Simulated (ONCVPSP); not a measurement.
# An ONCV potential for Au, from input to tests

Task: generate the file, and judge it by its errors in other configurations, its logarithmic derivatives, its ghosts and its cutoff.

Program: ONCVPSP 4.0.1. Reference atom: PBEsol, scalar-relativistic, spherical and spin-unpolarised. All values are calculated.

### Step 1. Starting point

The settings as typed:

```
element                 : gold (Au, Z = 79)
type                    : optimised norm-conserving Vanderbilt (ONCV)
frozen core             : [Xe] 4f14
valence charge          : 11
reference configuration : 5d10 6s1
partial waves           : 6s: rc 2.45 bohr, ncon 5, nbas 9, qcut 2.4 1/bohr, 2 projectors, debl 2.8 Ha; p scattering state at 0.24 Ha: rc 2.50 bohr, ncon 5, nbas 8, qcut 3.7 1/bohr, 2 projectors, debl 2.1 Ha; 5d: rc 2.35 bohr, ncon 4, nbas 9, qcut 5.8 1/bohr, 3 projectors, debl 1.4 Ha
local potential         : polynomial inside 1.55 bohr (lpopt 5, dvloc0 0 Ha)
core correction         : not asked for
```

The outer shells as boxes (Hund's rule for the drawing; the calculation is spin-unpolarised):

```
[Xe] core
4f [↑↓][↑↓][↑↓][↑↓][↑↓][↑↓][↑↓]
5d [↑↓][↑↓][↑↓][↑↓][↑↓]
6s [↑ ]
```

### Step 2. The generation run

Au.dat

```
# ATOM AND REFERENCE CONFIGURATION
# atsym  z   nc   nv     iexc    psfile
  Au 79.00   12    2  -116133      upf
#
#   n    l    f
    1    0    2.00
    2    0    2.00
    2    1    6.00
    3    0    2.00
    3    1    6.00
    3    2   10.00
    4    0    2.00
    4    1    6.00
    4    2   10.00
    4    3   14.00
    5    0    2.00
    5    1    6.00
    5    2   10.00
    6    0    1.00
#
# PSEUDOPOTENTIAL AND OPTIMIZATION
# lmax
    2
#
#   l,   rc,      ep,       ncon, nbas, qcut
    0    2.45    0.00    5    9    2.40
    1    2.50    0.24    5    8    3.70
    2    2.35    0.00    4    9    5.80
#
# LOCAL POTENTIAL
# lloc, lpopt,  rc(5),   dvloc0
    4    5    1.55    0.00
#
# VANDERBILT-KLEINMAN-BYLANDER PROJECTORs
# l, nproj, debl
    0    2    2.80
    1    2    2.10
    2    3    1.40
#
# MODEL CORE CHARGE
# icmod, fcfact, rcfact
    0    0.00    0.00
#
# LOG DERIVATIVE ANALYSIS
# epsh1, epsh2, depsh
   -2.00    5.00    0.02
#
# OUTPUT GRID
# rlmax, drl
    6.00    0.01
#
# TEST CONFIGURATIONS
# ncnf
    4
# nvcnf
#   n    l    f
    2
    5    2   10.00
    6    0    0.00
#
    2
    5    2    9.00
    6    0    0.00
#
    2
    5    2    8.00
    6    0    0.00
#
    3
    5    2   10.00
    6    0    0.00
    6    1    1.00
#
```

Run with:

```bash
$ oncvpsp.x < Au.dat > Au.out
```

Q: Predict the outcome of this session. Wanted: cutoffs for 1 and 0.1 mHa per electron, occupied waves; bound ghosts; GHOST(+) flags; configuration tests; largest phase difference near zero energy, channels read; projector energies reset by the program.

As calculated:

| quantity | value |
| --- | --- |
| cutoffs for 1 and 0.1 mHa per electron, occupied waves | 16 Ha and 34 Ha |
| bound ghosts | p at -669.91 eV, p at -14.85 eV |
| GHOST(+) flags | none at low energy |
| configuration tests | no usable energy difference |
| largest phase difference near zero energy, channels read | 0.043 rad |
| projector energies reset by the program | p: 0.050, 2.150 Ha |

In words: It has a bound ghost (p), a state that the atom doesn't have, and that rules the file out. Of the tests 4 gave no usable energy difference, which is a warning in itself. It counts as soft on the atom at that tolerance, with 16 Ha needed at the looser tolerance. Of the channels read, p scatters worst near zero energy, by up to 0.04 rad. The pseudo curves have a pole with no partner nearby in the atom's: p at -0.54 Ha. All of this concerns the isolated atom, not yet a solid.
